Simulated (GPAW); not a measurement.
Wanted: an ASE script for a GPAW 26.7.0 run.

```yaml
Task: band structure
Functional: r2SCAN
Potentials_or_basis: GPAW PAW data sets (gpaw-data 1.2.1)
Cutoff: 800 eV
Basis: pw
k_mesh: 7 × 7 × 2
Occupations: fermi-dirac, width 0.05 eV
Spin: no spin polarisation
Maxiter: 150
Band_path: GMKGALHA,LM,KH
Band_points: 100
```

Crystal: ScNbN.

```xyz
6
Lattice="3.1110 0.0000 0.0000 -1.5555 2.6942 0.0000 0.0000 0.0000 10.3572" Properties=species:S:1:pos:R:3 pbc="T T T"
Nb    0.0000    1.7961    2.5627
Nb    1.5555    0.8981    7.7945
Sc    0.0000    0.0000    0.0000
Sc    0.0000    0.0000    5.1786
N     0.0000    1.7961    6.5023
N     1.5555    0.8981    3.8548
```

The cell comes from a database or a generator and needn't be the stable form of this composition.

These files were run (other wordings do the same):

run.py

```python
from ase import Atoms
from ase.dft.bandgap import bandgap
from ase.io import write
from ase.units import GPa
from gpaw import GPAW, PW

atoms = Atoms(['Nb', 'Nb', 'Sc', 'Sc', 'N', 'N'],
              cell=[[3.1109744204, 0.0, 0.0],
                    [-1.5554872102, 2.6941828786, 0.0],
                    [0.0, 0.0, 10.357153]],
              scaled_positions=[[0.3333333333, 0.6666666667, 0.247431],
                                [0.6666666667, 0.3333333333, 0.752569],
                                [0.0, 0.0, 0.0],
                                [0.0, 0.0, 0.5],
                                [0.3333333333, 0.6666666667, 0.627811],
                                [0.6666666667, 0.3333333333, 0.372189]],
              pbc=True)

calc = GPAW(mode=PW(800),
            xc='MGGA_X_R2SCAN+MGGA_C_R2SCAN',
            kpts={'size': (7, 7, 2), 'gamma': True},
            occupations={'name': 'fermi-dirac', 'width': 0.05},
            nbands=53,
            convergence={'density': 1e-05, 'energy': 1e-05},
            maxiter=150,
            txt='gpaw.txt')
atoms.calc = calc
energy = atoms.get_potential_energy()
forces = atoms.get_forces()
stress = atoms.get_stress()
calc.write('gs.gpw')
write('result.traj', atoms)
print(f'Energy: {energy:.6f} eV')
print('Forces (eV/A):')
print(forces.round(4))
print('Stress (GPa):', (stress / GPa).round(3))
print('Fermi level:', round(calc.get_fermi_level(), 4), 'eV')
print(f'Gap: {bandgap(calc)[0]:.4f} eV, direct: {bandgap(calc, direct=True)[0]:.4f} eV')

path = atoms.cell.bandpath('GMKGALHA,LM,KH', npoints=100, eps=1e-4)
bs_calc = calc.fixed_density(kpts=path, symmetry='off', nbands=75,
                             convergence={'bands': 'CBM+6.0', 'eigenstates': 1e-6}, txt='bands.txt')
bs = bs_calc.band_structure()
bs.write('bs.json')
print(f'Gap on the path: {bandgap(bs_calc)[0]:.4f} eV')
```

Potentials or basis: GPAW PAW data sets (gpaw-data 1.2.1), pw.

Command:

```bash
$ OMP_NUM_THREADS=1 python run.py
```

It gave:

- Pressure: -3.4 GPa
- Largest force: 0.170 eV/Å
- Band gap along the path: none (metal or under the smearing width)

Caveat: the PAW data sets were made with another functional, which shifts forces and pressure a little.

Wall time 22 min on 1 thread of Arm Neoverse V2, on a shared host, peak memory 1.2 GiB.
